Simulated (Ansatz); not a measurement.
# HfCl3F: a ladder of functionals and wavefunction methods

One table from this session's results is given with a row withheld; the runs are named, their logs left out.

Program: Ansatz 0.2.0, Gaussian basis. Level of theory: functionals in def2-TZVPP, the program's frozen cores in correlated methods. These are calculated values, not measurements.

The runs, in order: LDA (SPW92), PBE-D4, revPBE-D4, BLYP-D4, r2SCAN-D4, B97M-V, PBE0-D4, B3LYP-D4, r2SCANh-D4, r2SCAN0-D4, HSE06-D4, BHLYP-D4, CAM-B3LYP-D4, LC-ωPBE, ωB97X-V, ωB97M-V, B2PLYP, PBE-QIDH; CCSD(T)/def2-SVP; CCSD(T)/def2-TZVPP; MP2/def2-QZVPP; extrapolation to the limit; RPA on PBE.

**The relaxed structure**

The geometry comes from an earlier relaxation with PBE0-D4 in a triple-zeta def2 set; it is a stationary point. Hf takes the def2 core potential; no spin-orbit term is included.

5 atoms, charge 0, spin multiplicity 1.

Atoms are counted from 1 here; the program's logs count them from 0.

Bond lengths: F1–Hf2 1.881 Å, Hf2–Cl3 2.324 Å, Hf2–Cl4 2.324 Å, Hf2–Cl5 2.324 Å. Angles: F1–Hf2–Cl3 108.9°, F1–Hf2–Cl4 108.9°, F1–Hf2–Cl5 108.9°, Cl3–Hf2–Cl4 110.1°, Cl3–Hf2–Cl5 110.1°, Cl4–Hf2–Cl5 110.1°.

Set-up of the first run:

File in.yaml:

```yaml
crystal:
  periodic: [false, false, false]
  atoms:
    - {symbol: F, position_ang: [-0.427172, -0.298812, 1.876661]}
    - {symbol: Hf, position_ang: [-0.006753, -0.025550, 0.063665]}
    - {symbol: Cl, position_ang: [1.826649, -1.342608, -0.489354]}
    - {symbol: Cl, position_ang: [-1.840392, -0.626715, -1.231803]}
    - {symbol: Cl, position_ang: [0.497568, 2.219985, -0.260569]}
basis:
  gaussian: {orbitals: def2-TZVPP}
hamiltonian: {xc: lda}
output: {orbitals: {seedname: orbitals}}
```

The run is started by

```sh
> ansatz run in.yaml --threads 4 --pin off --events-out ev --progress --plain --max-ram 10444MiB
```

Steps of the session up to this table: LDA; PBE-D4 (GGA); revPBE-D4 (GGA); BLYP-D4 (GGA); r2SCAN-D4 (meta-GGA); B97M-V (meta-GGA); B3LYP-D4 (hybrid); r2SCANh-D4 (hybrid); r2SCAN0-D4 (hybrid); HSE06-D4 (hybrid); BHLYP-D4 (hybrid); CAM-B3LYP-D4 (range-separated); LC-ωPBE (range-separated); ωB97X-V (range-separated); ωB97M-V (range-separated); B2PLYP (double hybrid); PBE-QIDH (double hybrid).

One table of the session follows, with a row left open; its other results are not shown here.

It belongs to the step «Orbital energies across the functionals». 

| functional | HOMO (eV) | LUMO (eV) | gap (eV) |
| --- | --- | --- | --- |
| LDA (SPW92) | -8.46 | -2.96 | 5.51 |
| PBE-D4 | -8.30 | -2.69 | 5.61 |
| revPBE-D4 | ? | ? | ? |
| BLYP-D4 | -8.11 | -2.54 | 5.57 |
| r2SCAN-D4 | -8.70 | -2.53 | 6.17 |
| B97M-V | -8.76 | -2.44 | 6.32 |
| PBE0-D4 | -9.70 | -1.88 | 7.83 |
| B3LYP-D4 | -9.40 | -2.07 | 7.33 |
| r2SCANh-D4 | -9.20 | -2.22 | 6.98 |
| r2SCAN0-D4 | -9.97 | -1.76 | 8.20 |
| HSE06-D4 | -9.30 | -2.25 | 7.05 |
| BHLYP-D4 | -10.94 | -0.88 | 10.06 |
| CAM-B3LYP-D4 | -11.03 | -0.76 | 10.28 |
| LC-ωPBE | -12.48 | 0.40 | 12.87 |
| ωB97X-V | -12.08 | 0.32 | 12.40 |
| ωB97M-V | -11.90 | 0.26 | 12.16 |

Estimate the missing values for revPBE-D4.

**Answer.** HOMO (eV): -8.23; LUMO (eV): -2.59; gap (eV): 5.64. In the column «HOMO (eV)» it lies between PBE-D4 (-8.30) and BLYP-D4 (-8.11).
